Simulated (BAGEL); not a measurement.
# CH3AlBr (SMILES [CH3][Al][Br]): levels of theory compared

Wanted: a comparison of 3 runs (UHF/STO-3G, UHF/3-21G, UHF/cc-pVDZ) of CH3AlBr. 

The results are computed with BAGEL 1.2.2.

## (1) The structure to begin with

The species is CH3AlBr (6 atoms), meant as a doublet with charge 0. SMILES: `[CH3][Al][Br]`. The C1–Al2 distance was set to 3.536 Å, away from the relaxed value. At this shape a bond of the SMILES string is far longer than usual.

Bond lengths: Al2–Br3 2.287 Å, C1–H4 1.094 Å, C1–H5 1.093 Å, C1–H6 1.094 Å. Angles: H4–C1–H5 109.1°, H4–C1–H6 107.5°, H5–C1–H6 109.1°.

## (2) A single-point energy at UHF/STO-3G (density fitting with qzvpp-jkfit) (run 1)

Contents of input.json:

```json
{ "bagel" : [

{
  "title" : "molecule",
  "basis" : "sto-3g",
  "df_basis" : "qzvpp-jkfit",
  "angstrom" : true,
  "geometry" : [
    { "atom" : "C", "xyz" : [      -1.601699,       1.515799,      -0.310200 ] },
    { "atom" : "Al", "xyz" : [       1.119900,      -0.742300,      -0.306600 ] },
    { "atom" : "Br", "xyz" : [       1.361500,      -2.105700,       1.514100 ] },
    { "atom" : "H", "xyz" : [      -1.240999,       2.545499,      -0.385600 ] },
    { "atom" : "H", "xyz" : [      -2.185399,       1.407299,       0.607100 ] },
    { "atom" : "H", "xyz" : [      -2.249499,       1.329799,      -1.171400 ] }
  ]
},

{
  "title" : "uhf",
  "nopen" : 1
},

{
  "title" : "print",
  "file" : "orbitals.molden",
  "orbitals" : true
}

]}
```

Launch:

```sh
$ BAGEL_NUM_THREADS=1 BAGEL input.json > input.out
```

Log:

```text
* using 1 threads per process

  ===============================================================
  ===============================================================

  *** Geometry ***

  { "atom" : "C", "xyz" : [     -3.026772,      2.864445,     -0.586193 ] },
  { "atom" : "Al", "xyz" : [      2.116304,     -1.402744,     -0.579390 ] },
  { "atom" : "Br", "xyz" : [      2.572862,     -3.979196,      2.861234 ] },
  { "atom" : "H", "xyz" : [     -2.345148,      4.810296,     -0.728678 ] },
  { "atom" : "H", "xyz" : [     -4.129806,      2.659410,      1.147253 ] },
  { "atom" : "H", "xyz" : [     -4.250937,      2.512956,     -2.213625 ] },

  Number of auxiliary basis functions:      523

  Since a DF basis is specified, we compute 2- and 3-index integrals:
    o Being stored without compression. Storage requirement is 0.005 GB

  Number of basis functions:       35
  Number of electrons      :       57

    * METHOD: MOLECULE                             0.20

  *** Open-shell HF ***

  === Nuclear Repulsion ===
   163.9596516451

      * DIIS with orbital gradients will be used.

  === UHF iteration (sto-3g) ===
      0      -2822.72894137          0.01552066           0.07
      1      -2822.78455041          0.00418527           0.07
      2      -2822.78822943          0.00147515           0.07
      3      -2822.78907924          0.00026027           0.07
      4      -2822.78920858          0.00005601           0.07
      5      -2822.78925131          0.00001881           0.07
      6      -2822.78925970          0.00000534           0.07
      7      -2822.78926053          0.00000135           0.07
      8      -2822.78926062          0.00000056           0.07
      9      -2822.78926067          0.00000044           0.07
     10      -2822.78926072          0.00000036           0.07
     11      -2822.78926079          0.00000015           0.07
     12      -2822.78926079          0.00000003           0.07
     13      -2822.78926079          0.00000000           0.07
    * SCF iteration converged.

    * S^2 (UHF) is 0.7595

    * Permanent dipole moment:
           (    0.279417,    -1.068823,     1.310427) a.u.

    * METHOD: UHF                                  1.10

    * METHOD: PRINT                                0.00

  ===============================================================
```

Run time: 1.4 s. Hardware: 1 thread of Arm Neoverse V1, shared host; peak memory 0.081 GiB.

## (3) The energy at UHF/3-21G (density fitting with qzvpp-jkfit) (run 2)

Contents of hf.json:

```json
{ "bagel" : [

{
  "title" : "molecule",
  "basis" : "3-21g",
  "df_basis" : "qzvpp-jkfit",
  "angstrom" : true,
  "geometry" : [
    { "atom" : "C", "xyz" : [   -1.601699,    1.515799,   -0.310200 ] },
    { "atom" : "Al", "xyz" : [    1.119900,   -0.742300,   -0.306600 ] },
    { "atom" : "Br", "xyz" : [    1.361500,   -2.105700,    1.514100 ] },
    { "atom" : "H", "xyz" : [   -1.240999,    2.545499,   -0.385600 ] },
    { "atom" : "H", "xyz" : [   -2.185399,    1.407299,    0.607100 ] },
    { "atom" : "H", "xyz" : [   -2.249499,    1.329799,   -1.171400 ] }
  ]
},
{ "title" : "uhf", "nopen" : 1 },
{ "title" : "print", "file" : "orbitals.molden", "orbitals" : true }

]}
```

Launch:

```sh
$ BAGEL_NUM_THREADS=1 BAGEL hf.json > hf.out
```

Log:

```text
* using 1 threads per process

  ===============================================================
  ===============================================================

  *** Geometry ***

  { "atom" : "C", "xyz" : [     -3.026772,      2.864445,     -0.586193 ] },
  { "atom" : "Al", "xyz" : [      2.116304,     -1.402744,     -0.579390 ] },
  { "atom" : "Br", "xyz" : [      2.572862,     -3.979196,      2.861234 ] },
  { "atom" : "H", "xyz" : [     -2.345148,      4.810296,     -0.728678 ] },
  { "atom" : "H", "xyz" : [     -4.129806,      2.659410,      1.147253 ] },
  { "atom" : "H", "xyz" : [     -4.250937,      2.512956,     -2.213625 ] },

  Number of auxiliary basis functions:      523

  Since a DF basis is specified, we compute 2- and 3-index integrals:
    o Being stored without compression. Storage requirement is 0.010 GB

  Number of basis functions:       50
  Number of electrons      :       57

    * METHOD: MOLECULE                             0.21

  *** Open-shell HF ***

  === Nuclear Repulsion ===
   163.9596516451

      * DIIS with orbital gradients will be used.

  === UHF iteration (3-21g) ===
      0      -2839.90997797          0.02792076           0.10
      1      -2840.00119885          0.01255351           0.10
      2      -2840.02018753          0.00485367           0.10
      3      -2840.02331248          0.00139523           0.10
      4      -2840.02456374          0.00027943           0.10
      5      -2840.02465873          0.00008889           0.10
      6      -2840.02468683          0.00004394           0.10
      7      -2840.02470227          0.00002582           0.10
      8      -2840.02471245          0.00001309           0.11
      9      -2840.02471766          0.00000653           0.10
     10      -2840.02472021          0.00000546           0.10
     11      -2840.02472142          0.00000528           0.10
     12      -2840.02472300          0.00000486           0.10
     13      -2840.02472516          0.00000322           0.10
     14      -2840.02472554          0.00000146           0.10
     15      -2840.02472556          0.00000082           0.10
     16      -2840.02472560          0.00000034           0.10
     17      -2840.02472560          0.00000014           0.10
     18      -2840.02472560          0.00000005           0.10
     19      -2840.02472560          0.00000002           0.10
     20      -2840.02472560          0.00000001           0.10
    * SCF iteration converged.

    * S^2 (UHF) is 0.7987

    * Permanent dipole moment:
           (    0.449927,    -0.805883,     0.677470) a.u.

    * METHOD: UHF                                  2.29

    * METHOD: PRINT                                0.01

  ===============================================================
```

Wall time 2.6 s (1 thread of Arm Neoverse V1, shared host); peak memory 0.09 GiB.

## (4) A single-point energy at UHF/cc-pVDZ (density fitting with qzvpp-jkfit) (run 3)

input.json: that of step 2 with these lines changed.

```diff
@@ -4,3 +4,3 @@
   "title" : "molecule",
-  "basis" : "sto-3g",
+  "basis" : "cc-pvdz.json",
   "df_basis" : "qzvpp-jkfit",
@@ -17,12 +17,5 @@
 
-{
-  "title" : "uhf",
-  "nopen" : 1
-},
+{ "title" : "uhf", "nopen" : 1 },
 
-{
-  "title" : "print",
-  "file" : "orbitals.molden",
-  "orbitals" : true
-}
+{ "title" : "print", "file" : "orbitals.molden", "orbitals" : true }
```

The basis set cc-pVDZ is read from a file made from the Basis Set Exchange's data (not shown).

Launch:

```sh
$ BAGEL_NUM_THREADS=1 BAGEL input.json > input.out
```

Log:

```text
* using 1 threads per process

  ===============================================================
  ===============================================================

  *** Geometry ***

  { "atom" : "C", "xyz" : [     -3.026772,      2.864445,     -0.586193 ] },
  { "atom" : "Al", "xyz" : [      2.116304,     -1.402744,     -0.579390 ] },
  { "atom" : "Br", "xyz" : [      2.572862,     -3.979196,      2.861234 ] },
  { "atom" : "H", "xyz" : [     -2.345148,      4.810296,     -0.728678 ] },
  { "atom" : "H", "xyz" : [     -4.129806,      2.659410,      1.147253 ] },
  { "atom" : "H", "xyz" : [     -4.250937,      2.512956,     -2.213625 ] },

  Number of auxiliary basis functions:      523

  Since a DF basis is specified, we compute 2- and 3-index integrals:
    o Being stored without compression. Storage requirement is 0.023 GB

  Number of basis functions:       74
  Number of electrons      :       57

    * METHOD: MOLECULE                             0.26

  *** Open-shell HF ***

  === Nuclear Repulsion ===
   163.9596516451

      * DIIS with orbital gradients will be used.

  === UHF iteration (cc-pvdz.json) ===
      0      -2853.62462803          0.03412753           0.16
      1      -2853.73850097          0.03179968           0.15
      2      -2853.83948719          0.01827894           0.15
      3      -2853.90207605          0.00329642           0.15
      4      -2853.91680832          0.00130926           0.15
      5      -2853.91905558          0.00042692           0.16
      6      -2853.91918676          0.00015897           0.16
      7      -2853.91922797          0.00005270           0.15
      8      -2853.91923946          0.00002520           0.16
      9      -2853.91924225          0.00000901           0.15
     10      -2853.91924301          0.00000349           0.16
     11      -2853.91924341          0.00000175           0.16
     12      -2853.91924354          0.00000161           0.15
     13      -2853.91924368          0.00000163           0.16
     14      -2853.91924373          0.00000167           0.15
     15      -2853.91924371          0.00000168           0.16
     16      -2853.91924411          0.00000111           0.16
     17      -2853.91924427          0.00000022           0.16
     18      -2853.91924428          0.00000010           0.16
     19      -2853.91924428          0.00000005           0.16
     20      -2853.91924428          0.00000002           0.16
     21      -2853.91924428          0.00000001           0.16
    * SCF iteration converged.

    * S^2 (UHF) is 0.8172

    * Permanent dipole moment:
           (    0.361140,    -0.623111,     0.506608) a.u.

    * METHOD: UHF                                  3.65

    * METHOD: PRINT                                0.01

  ===============================================================
```

It took 4.2 s on 1 thread of Arm Neoverse V1, shared host; peak memory 0.12 GiB.

## (5) All runs side by side

| run | level | energy (Eh) | dipole moment (D) | ⟨S²⟩ | wall time |
| --- | --- | --- | --- | --- | --- |
| 1 | UHF/STO-3G (density fitting with qzvpp-jkfit) | -2822.789261 | 4.36 | 0.759 | 1.4 s |
| 2 | UHF/3-21G (density fitting with qzvpp-jkfit) | -2840.024726 | 2.91 | 0.799 | 2.6 s |
| 3 | UHF/cc-pVDZ (density fitting with qzvpp-jkfit) | -2853.919244 | 2.24 | 0.817 | 4.2 s |

## (6) Summary of results

```
            quantity           value
 run 3: total energy  -2853.91924 Eh
run 3: dipole moment          2.24 D
         run 3: ⟨S²⟩           0.817
```

The dipole moment (its size) runs from 2.24 D (UHF/cc-pVDZ) to 4.36 D (UHF/STO-3G). In run 1 the basis is minimal, so the values are rough. All runs together took 8.3 s, the longest 4.2 s.
